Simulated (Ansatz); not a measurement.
# [(RSn)12O14(OH)6]2+, R = F (Sn12H6O20F12 (+2)): geometry, orbitals and charge

Aim: characterise [(RSn)12O14(OH)6]2+, R = F (Sn12H6O20F12 (+2)) as a singlet: its structure, frontier levels and distribution of charge.

Program: Ansatz 0.2.0, Gaussian basis. Level of theory: RKS PBE0-D4/def2-SVP. These are calculated values, not measurements.

Levels to be run: relaxation at r2SCAN-D4/def2-SVP; a single point at PBE0-D4/def2-SVP.

**1. The system as given**

50 atoms, charge 2, spin multiplicity 1.

Atoms are counted from 1 here; the program's logs count them from 0.

Bond lengths: Sn1–O13 2.033 Å, Sn1–O14 2.029 Å, Sn1–O15 2.023 Å, Sn1–O27 2.035 Å, Sn1–O28 2.036 Å, Sn1–F33 1.841 Å, Sn2–O13 2.031 Å, Sn2–O16 2.026 Å, Sn2–O17 2.028 Å, Sn2–O27 2.035 Å, Sn2–O29 2.034 Å, Sn2–F34 1.841 Å, Sn3–O13 2.033 Å, Sn3–O18 2.027 Å, Sn3–O19 2.025 Å, Sn3–O28 2.035 Å, Sn3–O29 2.035 Å, Sn3–F35 1.841 Å and more. Angles: O13–Sn1–O14 89.9°, O13–Sn1–O15 90.1°, O13–Sn1–O27 82.5°, O13–Sn1–O28 82.6°, O13–Sn1–F33 174.2°, O14–Sn1–O15 82.1°, O14–Sn1–O27 170.7°, O14–Sn1–O28 92.3°, O14–Sn1–F33 94.4°, O15–Sn1–O27 92.5°, O15–Sn1–O28 170.8°, O15–Sn1–F33 94.4°, O27–Sn1–O28 92.0°, O27–Sn1–F33 93.5°, O28–Sn1–F33 93.3°, O13–Sn2–O16 89.9°, O13–Sn2–O17 89.9°, O13–Sn2–O27 82.6° and more.

Sn takes a core potential in the def2 sets. No spin-orbit coupling is included. The ion is computed in the gas phase, without counter-ions or solvent.

The start is a GFN1-xTB geometry.

**2. Optimising with r2SCAN-D4/def2-SVP**

The input, in.yaml:

```yaml
crystal:
  periodic: [false, false, false]
  atoms:
    - {symbol: Sn, position_ang: [0.181770, 1.712420, 2.650380]}
    - {symbol: Sn, position_ang: [1.710210, 2.658810, 0.180590]}
    - {symbol: Sn, position_ang: [2.651960, 0.184160, 1.704490]}
    - {symbol: Sn, position_ang: [0.218330, 1.829940, -2.392060]}
    - {symbol: Sn, position_ang: [1.818640, -2.388720, 0.211360]}
    - {symbol: Sn, position_ang: [-2.388080, 0.212390, 1.827310]}
    - {symbol: Sn, position_ang: [-0.218380, -1.831570, 2.390640]}
    - {symbol: Sn, position_ang: [-1.818780, 2.387920, -0.212830]}
    - {symbol: Sn, position_ang: [2.390170, -0.211130, -1.825790]}
    - {symbol: Sn, position_ang: [-0.179660, -1.712360, -2.652060]}
    - {symbol: Sn, position_ang: [-1.707950, -2.658420, -0.182610]}
    - {symbol: Sn, position_ang: [-2.649780, -0.185040, -1.706180]}
    - {symbol: O, position_ang: [0.931460, 0.937620, 0.927130]}
    - {symbol: O, position_ang: [-0.742350, -0.051850, 3.036590]}
    - {symbol: O, position_ang: [-1.568560, 2.105750, 1.714950]}
    - {symbol: O, position_ang: [-0.047580, 3.048130, -0.747900]}
    - {symbol: O, position_ang: [2.104530, 1.716410, -1.571340]}
    - {symbol: O, position_ang: [1.704320, -1.564020, 2.097170]}
    - {symbol: O, position_ang: [3.038600, -0.746310, -0.052430]}
    - {symbol: O, position_ang: [-1.705390, 1.564970, -2.098640]}
    - {symbol: O, position_ang: [0.745460, 0.050680, -3.037480]}
    - {symbol: O, position_ang: [0.048020, -3.051110, 0.747510]}
    - {symbol: O, position_ang: [1.571040, -2.104670, -1.716240]}
    - {symbol: O, position_ang: [-2.104420, -1.714470, 1.567770]}
    - {symbol: O, position_ang: [-3.034820, 0.743030, 0.052670]}
    - {symbol: O, position_ang: [-0.929820, -0.937890, -0.928990]}
    - {symbol: O, position_ang: [1.042700, 3.416740, 1.946820]}
    - {symbol: O, position_ang: [1.950720, 1.047670, 3.408450]}
    - {symbol: O, position_ang: [3.413110, 1.949990, 1.038910]}
    - {symbol: O, position_ang: [-1.035770, -3.417440, -1.946470]}
    - {symbol: O, position_ang: [-1.948000, -1.047380, -3.410080]}
    - {symbol: O, position_ang: [-3.410730, -1.953100, -1.046360]}
    - {symbol: F, position_ang: [-0.329250, 2.490900, 4.238470]}
    - {symbol: F, position_ang: [2.493330, 4.243570, -0.332820]}
    - {symbol: F, position_ang: [4.234520, -0.334600, 2.489490]}
    - {symbol: F, position_ang: [0.386720, 2.980370, -3.801280]}
    - {symbol: F, position_ang: [2.975560, -3.791390, 0.392590]}
    - {symbol: F, position_ang: [-3.792240, 0.388560, 2.982860]}
    - {symbol: F, position_ang: [-0.392050, -2.980760, 3.800060]}
    - {symbol: F, position_ang: [-2.978030, 3.789080, -0.389770]}
    - {symbol: F, position_ang: [3.796170, -0.385890, -2.978980]}
    - {symbol: F, position_ang: [0.334340, -2.488890, -4.239570]}
    - {symbol: F, position_ang: [-2.495040, -4.240490, 0.330730]}
    - {symbol: F, position_ang: [-4.233730, 0.332740, -2.487500]}
    - {symbol: H, position_ang: [1.027880, 4.312140, 2.280410]}
    - {symbol: H, position_ang: [2.267520, 1.001450, 4.308860]}
    - {symbol: H, position_ang: [4.307110, 2.287500, 1.035680]}
    - {symbol: H, position_ang: [-1.047230, -4.307140, -2.294910]}
    - {symbol: H, position_ang: [-2.274720, -1.020410, -4.307680]}
    - {symbol: H, position_ang: [-4.311810, -2.267910, -1.001940]}
basis:
  gaussian: {orbitals: def2-SVP, fitting: {mean_field: def2-universal-jkfit}}
total_charge: 2
hamiltonian: {xc: r2scan, dispersion: d4}
scf: {lower_state_search: "off"}
output: {orbitals: {seedname: orbitals}}
relax: {f_tol: 0.03, max_steps: 70}
```

Run with:

```
ansatz run in.yaml --threads 11 --pin off --events-out ev --progress --plain --max-ram 174080MiB --backend cuda --devices 0, --max-vram 75GiB
```

After this run come: Single point, PBE0-D4/def2-SVP.

**Question.** What will the summary of the whole plan be? Wanted: point group; commonest bond, hydrogen aside; HOMO, LUMO at PBE0-D4/def2-SVP.

As calculated:

| quantity | value |
| --- | --- |
| point group | D3d |
| commonest bond, hydrogen aside | O–Sn, 54 of mean length 2.091 Å |
| HOMO, LUMO at PBE0-D4/def2-SVP | -16.37, -10.79 eV |

In words: The molecule keeps its bonding pattern by the stored test; the atoms moved 0.21 Å (rms). No usable vibrations, so a minimum isn't proven. Whether this spin is the lowest isn't tested here.
